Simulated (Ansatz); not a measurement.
# AlF3H4OSi: basis-set convergence

Aim: see how fast density functionals converge with the basis set for AlF3H4OSi.

Computed with Ansatz 0.2.0, Gaussian basis. Level: one geometry, several basis sets.

The runs, in order: PBE0-D4/def2-SVP; ωB97M-V/def2-SVP; PBE0-D4/def2-QZVPP; ωB97M-V/def2-QZVPP; the functionals' def2-TZVPP values are taken from earlier runs.

## (1) The relaxed structure

An earlier PBE0-D4 in a triple-zeta def2 set relaxation fixed the geometry.

SMILES `[F][Al-]([F])([F])[OH+][SiH3]`, 10 atoms, charge 0, spin multiplicity 1.

Atoms are counted from 1 here; the program's logs count them from 0.

Bond lengths: F1–Al2 1.649 Å, Al2–F3 1.649 Å, Al2–F4 1.665 Å, Al2–O5 1.897 Å, O5–Si6 1.719 Å, O5–H7 0.961 Å, Si6–H8 1.483 Å, Si6–H9 1.472 Å, Si6–H10 1.472 Å. Angles: F1–Al2–F3 116.2°, F1–Al2–F4 117.5°, F1–Al2–O5 104.2°, F3–Al2–F4 117.6°, F3–Al2–O5 104.0°, F4–Al2–O5 91.6°, Al2–O5–Si6 121.3°, Al2–O5–H7 121.0°, Si6–O5–H7 117.8°, O5–Si6–H8 102.6°, O5–Si6–H9 108.4°, O5–Si6–H10 108.3°, H8–Si6–H9 111.3°, H8–Si6–H10 111.4°, H9–Si6–H10 114.1°.

As a file:

```mol
AlF3H4OSi
  3D, bonds by distance, orders not assigned

 10  9  0  0  0  0  0  0  0  0999 V2000
    1.3671   -2.3471    0.5709 F   0  0
    0.1987   -1.6154   -0.3337 Al  0  0
    0.2089   -1.9556   -1.9471 F   0  0
   -1.2777   -1.3480    0.3881 F   0  0
    0.6346    0.2289   -0.2508 O   0  0
   -0.4546    1.3733    0.4271 Si  0  0
    1.4681    0.5561   -0.5989 H   0  0
    0.2862    2.6495    0.2813 H   0  0
   -1.6872    1.3750   -0.3776 H   0  0
   -0.6611    1.0320    1.8439 H   0  0
  1  2  8  0
  2  3  8  0
  2  4  8  0
  2  5  8  0
  5  6  8  0
  5  7  8  0
  6  8  8  0
  6  9  8  0
  6 10  8  0
M  END
```

## (2) PBE0-D4 in def2-SVP

in.yaml

```yaml
crystal:
  periodic: [false, false, false]
  atoms:
    - {symbol: F, position_ang: [1.367100, -2.347063, 0.570881]}
    - {symbol: Al, position_ang: [0.198749, -1.615419, -0.333685]}
    - {symbol: F, position_ang: [0.208922, -1.955603, -1.947143]}
    - {symbol: F, position_ang: [-1.277676, -1.348047, 0.388084]}
    - {symbol: O, position_ang: [0.634614, 0.228886, -0.250796]}
    - {symbol: Si, position_ang: [-0.454632, 1.373331, 0.427094]}
    - {symbol: H, position_ang: [1.468148, 0.556075, -0.598865]}
    - {symbol: H, position_ang: [0.286182, 2.649466, 0.281310]}
    - {symbol: H, position_ang: [-1.687233, 1.375036, -0.377624]}
    - {symbol: H, position_ang: [-0.661074, 1.032039, 1.843945]}
basis:
  gaussian: {orbitals: def2-SVP}
hamiltonian: {xc: pbe0, dispersion: d4}
output: {orbitals: {seedname: orbitals}}
```

Launch:

```
$ ansatz run in.yaml --threads 4 --pin off --events-out ev --progress --plain --max-ram 10444MiB
```

The runs that follow: ωB97M-V in def2-SVP; PBE0-D4 in def2-QZVPP; ωB97M-V in def2-QZVPP.

Q: Predict the results of all the runs planned. Wanted: PBE0-D4: double and triple zeta above quadruple; ωB97M-V: double and triple zeta above quadruple.

As calculated:

```
                                       quantity           value
PBE0-D4: double and triple zeta above quadruple  19.29, 1.12 eV
ωB97M-V: double and triple zeta above quadruple  19.46, 1.04 eV
```

In words: PBE0-D4 gains 18.17 eV from double to triple zeta, then 1.12 eV more. Total energies overstate the basis error of differences, where much of it tends to cancel. The LUMO of ωB97M-V is positive and keeps falling with the basis (0.96 to 0.11 eV): an unbound level that the basis holds in place.
